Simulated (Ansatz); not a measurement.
# BClH₄OSi: two torsions

Aim: map the energy of BClH₄OSi, SMILES OB[SiH2]Cl over two coordinates, and find its wells, ridges and stiffness.

Method: RHF/def2-SVP; program: Ansatz 0.2.0.

**1. Where the work starts**

8 atoms, charge 0, spin multiplicity 1.

Atoms are counted from 1 here; the program's logs count them from 0.

Bond lengths: O1–B2 1.350 Å, O1–H5 0.988 Å, B2–Si3 2.040 Å, B2–H6 1.219 Å, Si3–Cl4 2.126 Å, Si3–H7 1.505 Å, Si3–H8 1.505 Å. Angles: B2–O1–H5 111.1°, O1–B2–Si3 116.6°, O1–B2–H6 117.3°, Si3–B2–H6 126.0°, B2–Si3–Cl4 101.1°, B2–Si3–H7 116.1°, B2–Si3–H8 116.0°, Cl4–Si3–H7 107.5°, Cl4–Si3–H8 107.5°, H7–Si3–H8 107.8°.

Geometry (Å):

```mol
BClH4OSi
  3D, bonds by distance, orders not assigned

  8  7  0  0  0  0  0  0  0  0999 V2000
   -0.9432    1.5529   -0.4620 O   0  0
    0.1438    1.1162    0.2084 B   0  0
    0.4665   -0.8983    0.2151 Si  0  0
   -1.1861   -1.5828   -0.9339 Cl  0  0
   -1.4398    0.7995   -0.8639 H   0  0
    0.8406    1.9559    0.7514 H   0  0
    0.3973   -1.5761    1.5576 H   0  0
    1.7209   -1.3673   -0.4727 H   0  0
  1  2  8  0
  1  5  8  0
  2  3  8  0
  2  6  8  0
  3  4  8  0
  3  7  8  0
  3  8  8  0
M  END
```

This geometry comes from a loose relaxation at PBE in a small basis, which is not shown.

**3. Setting up the map**

First coordinate, dihedral O1–B2–Si3–Cl4: 18 values from −180 to 160 °, periodic. Second coordinate, dihedral H5–O1–B2–Si3: 18 values from −180 to 160 °, periodic.

Nothing else is relaxed (all other coordinates rigid). Energies count from the relaxed molecule at the same level. Points are written as (first, second).

(The set-up runs are not shown.)

**4. Grid point (0°, 60°)**

Input file input.yaml:

```yaml
crystal:
  periodic: [false, false, false]
  atoms:
    - { symbol: O, position_ang: [-0.932683, 1.606707, -0.447249] }
    - { symbol: B, position_ang: [0.123424, 1.096999, 0.1922] }
    - { symbol: Si, position_ang: [1.534747, 0.015986, -0.832731] }
    - { symbol: Cl, position_ang: [0.873679, -0.005412, -2.833178] }
    - { symbol: H, position_ang: [-1.491508, 0.973511, -0.877246] }
    - { symbol: H, position_ang: [0.203344, 1.299692, 1.374265] }
    - { symbol: H, position_ang: [1.648798, -1.389319, -0.387493] }
    - { symbol: H, position_ang: [2.881222, 0.626608, -0.816365] }
basis:
  gaussian: { orbitals: def2-SVP }
hamiltonian:
  xc: hf
output:
  forces: true
```

Launch:

```sh
ansatz run input.yaml --threads 1 --pin off --max-ram 2560MiB --backend cpu --events-out ev --progress --plain --runs-dir out
```

Further runs follow: the other points that were computed.

**Question.** What will these runs give? Wanted: lowest point; highest computed point; dipole moment.

The runs gave:

| quantity | value |
| --- | --- |
| lowest point | (0°, 0°), 0.00 eV |
| highest computed point | (−60°, −80°), 0.77 eV above the lowest |
| dipole moment (D) | 0.67 at (−40°, 40°) to 3.89 at (−100°, −120°); 0.84 at the lowest point |
| time for the whole task | 6.5 min on 1 thread, shared host |

In words: The lowest computed point is at (0°, 0°), 0.00 eV from the relaxed molecule at the same level. There are further wells near (140°, −180°) (0.07 eV above the lowest at that grid point); (0°, −180°) (0.10 eV above the lowest at that grid point). The highest computed point, (60°, 80°), lies 0.77 eV above the lowest. On the interpolated surface the easiest way out of the lowest well to its copy in the next cell or period passes a barrier of about 0.18 eV. Round the minimum the valley is somewhat tilted: raising dihedral O1–B2–Si3–Cl4 shifts the best value of dihedral H5–O1–B2–Si3 downwards (coupling k₁₂/√(k₁₁k₂₂) about 0.3).
